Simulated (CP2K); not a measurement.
Crystal: NiMoIrPdW.

```xyz
5
Lattice="4.1170 0.0000 0.0000 -2.0585 3.5655 0.0000 0.0000 0.0000 5.4458" Properties=species:S:1:pos:R:3 pbc="T T T"
Ni    0.0000    0.0000    5.2157
Mo    2.0585    1.1885    5.2367
Pd    2.0585    1.1885    2.5211
Ir    0.0000    2.3770    3.9521
W     0.0000    2.3770    1.2875
```

The cell was built by a generator and needn't be a form met in nature.

Base run:

- Program: CP2K 2026.2
- Functional: r2SCAN
- Potentials or basis: GTH_POTENTIALS Ni GTH-PBE-q18, Pd GTH-PBE-q18, Ir GTH-PBE-q17, W GTH-PBE-q14; POTENTIAL_UZH Mo GTH-PBE-q14; TZVP-MOLOPT-SR-GTH, TZVP-MOLOPT-PBE-GTH basis
- Density cutoff: 13606 eV
- k mesh: 8 × 8 × 5
- Occupations: fermi-dirac, width 0.05 eV
- Spin: collinear spin, ferromagnetic start
- Starting moments: [1.0, 1.0, 0.0, 0.6, 0.0] μB

Its results: pressure -4.8 GPa.

After a change of settings the same cell gave: pressure -11.6 GPa. Which change was it?
A. functional from r2SCAN to PBEsol
B. functional from r2SCAN to RPBE
C. functional from r2SCAN to vdW-DF-cx
D. functional from r2SCAN to LDA

D.

Caveats: the potentials were made for another functional, which shifts forces and pressure; the basis of atomic orbitals isn't converged, which shifts pressures, moduli and gaps; the total moment is fixed, so each spin has its own Fermi level.
